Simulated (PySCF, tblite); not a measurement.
**C₅H₄F₂N₂: a rotation path, then NMR shifts on frames**

Aim: move C₅H₄F₂N₂ (`FC(F)c1ccnnc1`) away from its starting geometry and see how NMR shifts follow the geometry.

Programs: tblite 0.8.0 and PySCF 2.14.0, with density-fitted response routines of our own. Each step states its level of theory. These are calculated values for one molecule in the gas phase, unless marked as measured. Atoms are numbered from 0 throughout.

## (1) The molecule as given

13 atoms, charge 0, multiplicity 1; geometry from: GFN2-xTB.

Bonds of the start (Å): F0–C1 1.35, C1–F2 1.35, C1–C3 1.51, C3–C4 1.38, C4–C5 1.39, C5–N6 1.32, N6–N7 1.30, N7–C8 1.32, C8–C3 1.40, C1–H9 1.11, C4–H10 1.08, C5–H11 1.08, C8–H12 1.08.

## (2) A band between two rotamers with GFN2-xTB

The job: settings as JSON, then the geometry in Å.

```
{"job": {"kind": "neb", "xc": "GFN2-xTB", "basis": "xTB", "atoms": [4, 3, 1, 2], "turn": 120}, "charge": 0, "multiplicity": 1}
F      2.549253     0.728417     0.458961
C      1.787120    -0.351458     0.171189
F      2.232968    -0.839103    -1.010744
C      0.325695     0.007778     0.101195
C     -0.547938    -0.654987    -0.742412
C     -1.883538    -0.257648    -0.691567
N     -2.315012     0.696529     0.108608
N     -1.491825     1.327047     0.886775
C     -0.212087     1.018373     0.904630
H      1.987796    -1.116152     0.943228
H     -0.209154    -1.432962    -1.409268
H     -2.635085    -0.722332    -1.312775
H      0.407419     1.596985     1.574453
```

With the program's defaults for keys left out, this is: GFN2-xTB climbing-image nudged elastic band, gas phase.

Command:

```console
$ OMP_NUM_THREADS=1 python probes_run.py task.json out
```

The driver reads the jobs from task.json and runs them one after another.

Output:

```text
image   E - E0 / eV
  0      -0.0000
  1       0.0048
  2       0.0102
  3       0.0133
  4       0.0137
  5       0.0130
  6       0.0124
  7       0.0121
  8       0.0116
```

It took 1.6 s on 1 thread of Arm Neoverse V2, shared host; peak memory 0.18 GiB.

The final band, with the dihedral C4–C3–C1–F2:

| image | dihedral (°) | energy (eV) | energy (kcal/mol) |
| --- | --- | --- | --- |
| 0 | 30 | 0.000 | 0.0 |
| 1 | 45 | 0.005 | 0.1 |
| 2 | 60 | 0.010 | 0.2 |
| 3 | 75 | 0.013 | 0.3 |
| 4 | 91 | 0.014 | 0.3 |
| 5 | 106 | 0.013 | 0.3 |
| 6 | 122 | 0.012 | 0.3 |
| 7 | 138 | 0.012 | 0.3 |
| 8 | 151 | 0.012 | 0.3 |

## (3) Shielding tensors: image 0, PBE0/pcSseg-1

The job: settings as JSON, then the geometry in Å.

```
{"job": {"kind": "nmr", "xc": "PBE0", "basis": "pcSseg-1", "pop": false}, "charge": 0, "multiplicity": 1}
F      2.549300     0.728400     0.459000
C      1.787100    -0.351500     0.171200
F      2.233000    -0.839100    -1.010700
C      0.325700     0.007800     0.101200
C     -0.547900    -0.655000    -0.742400
C     -1.883500    -0.257600    -0.691600
N     -2.315000     0.696500     0.108600
N     -1.491800     1.327000     0.886800
C     -0.212100     1.018400     0.904600
H      1.987800    -1.116200     0.943200
H     -0.209200    -1.433000    -1.409300
H     -2.635100    -0.722300    -1.312800
H      0.407400     1.597000     1.574500
```

With the program's defaults for keys left out, this is: GIAO PBE0/pcSseg-1 NMR shielding, non-relativistic, gas phase.

Output:

```text
coarse grid: 12208 points
cycle   1  E = -501.3432805921  dE =  1.703e+00  |g| = 6.966e-01  |ddm| = 3.620e+00
cycle   2  E = -501.2654882367  dE =  7.779e-02  |g| = 1.007e+00  |ddm| = 1.367e+00
cycle   3  E = -501.4253481422  dE = -1.599e-01  |g| = 1.062e-01  |ddm| = 8.273e-01
cycle   4  E = -501.4265107257  dE = -1.163e-03  |g| = 7.415e-02  |ddm| = 1.385e-01
cycle   5  E = -501.4278797671  dE = -1.369e-03  |g| = 1.196e-02  |ddm| = 9.184e-02
cycle   6  E = -501.4279049400  dE = -2.517e-05  |g| = 5.454e-03  |ddm| = 1.658e-02
cycle   7  E = -501.4279112659  dE = -6.326e-06  |g| = 1.116e-03  |ddm| = 4.902e-03
final grid: 122720 points
cycle   8  E = -501.4906607212  dE = -4.065e-05  |g| = 7.126e-03  |ddm| = 4.062e-02
cycle   9  E = -501.4906540251  dE =  6.696e-06  |g| = 9.423e-03  |ddm| = 1.745e-02
cycle  10  E = -501.4906719098  dE = -1.788e-05  |g| = 1.672e-03  |ddm| = 9.386e-03
cycle  11  E = -501.4906725369  dE = -6.271e-07  |g| = 4.940e-04  |ddm| = 1.940e-03
cycle  12  E = -501.4906725890  dE = -5.211e-08  |g| = 1.616e-04  |ddm| = 6.315e-04
cycle  13  E = -501.4906725935  dE = -4.481e-09  |g| = 3.969e-05  |ddm| = 1.653e-04
cycle  14  E = -501.4906725938  dE = -3.015e-10  |g| = 1.889e-05  |ddm| = 5.418e-05
converged SCF energy = -501.4906725938

GIAO shielding tensors (ppm)
atom      isotropic    diamagn.    paramagn.     s11        s22        s33       span
  0 F      316.553     471.104    -154.551    214.317    349.091    386.251    171.933
  1 C       67.605     234.552    -166.947     46.481     64.605     91.730     45.249
  2 F      318.423     472.089    -153.667    216.598    350.539    388.132    171.534
  3 C       48.528     268.524    -219.996    -56.919     34.044    168.458    225.377
  4 C       61.273     251.982    -190.709    -53.493     48.691    188.620    242.113
  5 C       31.494     250.605    -219.110    -99.227     41.117    152.593    251.820
  6 N     -210.389     321.362    -531.751   -679.913   -209.916    258.663    938.576
  7 N     -205.775     321.029    -526.804   -668.967   -208.310    259.952    928.918
  8 C       35.653     246.160    -210.507    -88.288     40.858    154.388    242.676
  9 H       24.664      26.780      -2.116     22.090     24.251     27.651      5.561
 10 H       24.165      32.165      -8.000     20.372     22.079     30.043      9.671
 11 H       21.906      28.784      -6.878     18.601     19.391     27.725      9.124
 12 H       21.924      30.172      -8.248     17.731     18.897     29.144     11.413
```

Wall time 15 s (1 thread of Arm Neoverse V2, shared host); peak memory 0.76 GiB.

Shifts follow as δ = σ(reference) − σ, with reference shieldings (ppm) from runs at the same level and on the same kind of geometry: ¹H TMS 31.72, ¹³C TMS 186.9, ¹⁹F CFCl3 170.9, ¹⁵N NH3 267.7. The references are single molecules in the gas phase, so shifts against H2O, NH3, PH3, H3PO4 or CFCl3 are not on the usual liquid scales and can be off by tens of ppm. Each atom is listed at this fixed geometry, with no averaging over motion; a spectrum would average atoms that exchange fast.

| atoms | environment | σ (ppm) | δ (ppm) |
| --- | --- | --- | --- |
| C5 | aromatic CH next to a ring nitrogen | 31.5 | 155.4 |
| C8 | aromatic CH next to a ring nitrogen | 35.7 | 151.3 |
| C3 | substituted aromatic carbon | 48.5 | 138.4 |
| C4 | aromatic CH | 61.3 | 125.7 |
| C1 | sp3 CH bonded to 2 F, on an aromatic ring | 67.6 | 119.3 |
| H11 | hydrogen on an aromatic CH next to a ring nitrogen | 21.91 | 9.81 |
| H12 | hydrogen on an aromatic CH next to a ring nitrogen | 21.92 | 9.79 |
| H10 | hydrogen on an aromatic CH | 24.16 | 7.55 |
| H9 | hydrogen on an sp3 CH bonded to 2 F, on an aromatic ring | 24.66 | 7.05 |
| F0 | fluorine of a CF2 group | 316.6 | -145.6 |
| F2 | fluorine of a CF2 group | 318.4 | -147.5 |
| N6 | pyridine-type ring nitrogen | -210.4 | 478.1 |
| N7 | pyridine-type ring nitrogen | -205.8 | 473.5 |

Ring of atoms C3, C4, C5, N6, N7, C8: NICS(0) -6.2, NICS(1) -11.8, NICS(1)zz -29.0 ppm (means of both faces).

## (4) NMR shieldings: image 2, PBE0/pcSseg-1

The job: settings as JSON, then the geometry in Å.

```
{"job": {"kind": "nmr", "xc": "PBE0", "basis": "pcSseg-1", "pop": false}, "charge": 0, "multiplicity": 1}
F      2.494300     0.476600     0.937600
C      1.784600    -0.370500     0.162100
F      2.351700    -0.335900    -1.070600
C      0.329500     0.016300     0.097200
C     -0.565500    -0.716900    -0.663300
C     -1.896100    -0.304200    -0.634600
N     -2.308100     0.724900     0.077800
N     -1.466900     1.422700     0.773300
C     -0.186300     1.111600     0.795400
H      1.925900    -1.391000     0.559300
H     -0.248900    -1.563200    -1.252800
H     -2.663200    -0.820800    -1.193300
H      0.444400     1.751000     1.394100
```

With the program's defaults for keys left out, this is: GIAO PBE0/pcSseg-1 NMR shielding, non-relativistic, gas phase.

Output:

```text
coarse grid: 12208 points
cycle   1  E = -501.3432185133  dE =  1.703e+00  |g| = 6.977e-01  |ddm| = 3.611e+00
cycle   2  E = -501.2661609388  dE =  7.706e-02  |g| = 1.007e+00  |ddm| = 1.366e+00
cycle   3  E = -501.4255118368  dE = -1.594e-01  |g| = 1.059e-01  |ddm| = 8.255e-01
cycle   4  E = -501.4266421193  dE = -1.130e-03  |g| = 7.448e-02  |ddm| = 1.396e-01
cycle   5  E = -501.4280278449  dE = -1.386e-03  |g| = 1.193e-02  |ddm| = 9.340e-02
cycle   6  E = -501.4280533025  dE = -2.546e-05  |g| = 5.319e-03  |ddm| = 1.632e-02
cycle   7  E = -501.4280592502  dE = -5.948e-06  |g| = 1.001e-03  |ddm| = 4.653e-03
final grid: 122720 points
cycle   8  E = -501.4898364267  dE = -3.944e-05  |g| = 6.995e-03  |ddm| = 3.877e-02
cycle   9  E = -501.4898314256  dE =  5.001e-06  |g| = 8.948e-03  |ddm| = 1.669e-02
cycle  10  E = -501.4898472955  dE = -1.587e-05  |g| = 1.545e-03  |ddm| = 8.643e-03
cycle  11  E = -501.4898478047  dE = -5.092e-07  |g| = 4.533e-04  |ddm| = 1.742e-03
cycle  12  E = -501.4898478490  dE = -4.436e-08  |g| = 1.651e-04  |ddm| = 6.052e-04
cycle  13  E = -501.4898478540  dE = -5.026e-09  |g| = 3.604e-05  |ddm| = 1.718e-04
cycle  14  E = -501.4898478543  dE = -2.397e-10  |g| = 1.771e-05  |ddm| = 4.993e-05
converged SCF energy = -501.4898478543

GIAO shielding tensors (ppm)
atom      isotropic    diamagn.    paramagn.     s11        s22        s33       span
  0 F      328.932     470.966    -142.034    229.650    349.182    407.965    178.315
  1 C       67.403     234.772    -167.369     48.599     64.876     88.734     40.134
  2 F      301.483     472.049    -170.566    183.711    337.132    383.607    199.896
  3 C       49.918     267.697    -217.779    -56.665     35.269    171.152    227.817
  4 C       59.971     252.805    -192.834    -55.814     49.617    186.110    241.925
  5 C       31.984     250.443    -218.459    -98.951     41.869    153.034    251.985
  6 N     -213.647     321.331    -534.977   -687.065   -212.196    258.322    945.387
  7 N     -209.606     320.911    -530.516   -678.686   -209.911    259.781    938.466
  8 C       36.695     245.793    -209.098    -86.355     39.552    156.887    243.242
  9 H       24.636      27.194      -2.559     21.961     24.236     27.710      5.749
 10 H       24.283      32.166      -7.883     20.824     22.025     30.000      9.177
 11 H       21.896      28.751      -6.855     18.542     19.440     27.705      9.163
 12 H       21.808      30.306      -8.498     17.804     18.462     29.159     11.354
```

Wall time 15 s (1 thread of Arm Neoverse V2, shared host); peak memory 0.78 GiB.

This run: δ C5 154.9, C8 150.2, C3 137.0, C4 127.0, H12 9.91, H11 9.82 ppm.

(Part 1 of 2 ends here.)
